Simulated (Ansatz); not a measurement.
**C2H3Cl2NSi: a ladder of functionals and wavefunction methods**

How much do the methods differ for C2H3Cl2NSi? The plan is to run it at one geometry with functionals of several rungs and with coupled cluster, and see how far each lands from CCSD(T) at the basis-set limit for the atomisation energy.

The runs use Ansatz 0.2.0, Gaussian basis; functionals in def2-TZVPP, the program's frozen cores in correlated methods.

Levels to be run: LDA (SPW92), PBE-D4, revPBE-D4, BLYP-D4, r2SCAN-D4, B97M-V, PBE0-D4, B3LYP-D4, r2SCANh-D4, r2SCAN0-D4, HSE06-D4, BHLYP-D4, CAM-B3LYP-D4, LC-ωPBE, ωB97X-V, ωB97M-V, B2PLYP, PBE-QIDH; CCSD(T)/def2-SVP; CCSD(T)/def2-TZVPP; MP2/def2-QZVPP; extrapolation to the limit; RPA on PBE.

### Step 1. The geometry

The geometry comes from an earlier relaxation with PBE0-D4 in a triple-zeta def2 set; it is a stationary point, not always the lowest conformer.

9 atoms, charge 0, spin multiplicity 1.

Atoms are counted from 1 here; the program's logs count them from 0.

Bond lengths: C1–Si2 1.838 Å, C1–H7 1.092 Å, C1–H8 1.092 Å, C1–H9 1.092 Å, Si2–Cl3 2.032 Å, Si2–Cl4 2.032 Å, Si2–C5 1.846 Å, C5–N6 1.151 Å. Angles: Si2–C1–H7 110.0°, Si2–C1–H8 110.1°, Si2–C1–H9 110.0°, H7–C1–H8 108.9°, H7–C1–H9 108.9°, H8–C1–H9 108.9°, C1–Si2–Cl3 111.8°, C1–Si2–Cl4 111.8°, C1–Si2–C5 110.1°, Cl3–Si2–Cl4 109.8°, Cl3–Si2–C5 106.6°, Cl4–Si2–C5 106.6°, Si2–C5–N6 177.8°.

### Step 2. LDA

This LDA is Slater exchange with PW92 correlation.

in.yaml

```yaml
crystal:
  periodic: [false, false, false]
  atoms:
    - {symbol: C, position_ang: [-0.370985, -0.883291, 0.851091]}
    - {symbol: Si, position_ang: [0.355976, 0.022394, -0.573600]}
    - {symbol: Cl, position_ang: [2.380508, -0.146165, -0.620100]}
    - {symbol: Cl, position_ang: [-0.426956, -0.601320, -2.342019]}
    - {symbol: C, position_ang: [-0.018958, 1.824361, -0.438588]}
    - {symbol: N, position_ang: [-0.274131, 2.940652, -0.317439]}
    - {symbol: H, position_ang: [0.046521, -0.505181, 1.786768]}
    - {symbol: H, position_ang: [-0.148928, -1.949234, 0.770507]}
    - {symbol: H, position_ang: [-1.454645, -0.748318, 0.866180]}
basis:
  gaussian: {orbitals: def2-TZVPP}
hamiltonian: {xc: lda}
output: {orbitals: {seedname: orbitals}}
```

Started as:

```bash
$ ansatz run in.yaml --threads 2 --pin off --events-out ev --progress --plain --max-ram 22528MiB --backend cpu
```

After this run come: PBE-D4 (GGA); revPBE-D4 (GGA); BLYP-D4 (GGA); r2SCAN-D4 (meta-GGA); B97M-V (meta-GGA); PBE0-D4 (hybrid); B3LYP-D4 (hybrid); r2SCANh-D4 (hybrid); r2SCAN0-D4 (hybrid); HSE06-D4 (hybrid); BHLYP-D4 (hybrid); CAM-B3LYP-D4 (range-separated); LC-ωPBE (range-separated); ωB97X-V (range-separated); ωB97M-V (range-separated); B2PLYP (double hybrid); PBE-QIDH (double hybrid); CCSD(T) in def2-SVP; CCSD(T) in def2-TZVPP; MP2 in def2-QZVPP; RPA on PBE orbitals.

Q: Predict the results of all the runs planned. Wanted: atomisation energy, CCSD(T)/CBS; farthest beyond LDA; mean size of error, GGA; mean size of error, meta-GGA; mean size of error, hybrid; mean size of error, range-separated; mean size of error, double hybrid; gap, smallest and largest; T1 diagnostic.

As calculated:

| quantity | value |
| --- | --- |
| atomisation energy, CCSD(T)/CBS | 869.5 kcal/mol |
| functionals within 4.3 kcal/mol (0.5 %) | revPBE-D4, BLYP-D4, r2SCAN-D4, PBE0-D4, B3LYP-D4, CAM-B3LYP-D4, ωB97X-V, PBE-QIDH |
| farthest beyond LDA | BHLYP-D4 (-32.4 kcal/mol) |
| mean size of error, GGA | 8.9 kcal/mol |
| mean size of error, meta-GGA | 4.6 kcal/mol |
| mean size of error, hybrid | 10.9 kcal/mol |
| mean size of error, range-separated | 4.3 kcal/mol |
| mean size of error, double hybrid | 5.7 kcal/mol |
| gap, smallest and largest | 6.14 eV (LDA (SPW92)), 13.81 eV (LC-ωPBE) |
| T1 diagnostic | 0.0109 |
| triples share of the correlation energy | 4.5 % |

What this shows: The LDA atomisation energy is off by 124.7 kcal/mol (14 %): it overbinds. PBE-D4 is off by +24.4 kcal/mol. Double hybrids carry the basis error of their MP2 part in triple zeta, and no dispersion term here, so their miss is partly the set-up's. By mean error the best rung here is range-separated (4.3 kcal/mol) and the worst beyond LDA is hybrid (10.9 kcal/mol). The gap between the best rungs is small, so their order is not settled. The mean of the hybrids holds BHLYP, with half exact exchange. Misses under about 4.3 kcal/mol are within the doubt on the reference itself, which lacks core-valence correlation, relativity and higher excitations. Hartree-Fock recovers 72 % of the binding; the rest is correlation. CCSD(T) in def2-SVP is off by -58.1 kcal/mol, worse than the median functional, from the basis alone. The gap grows from 6.1 to 13.8 eV across the functionals, mostly with the share of exact exchange.
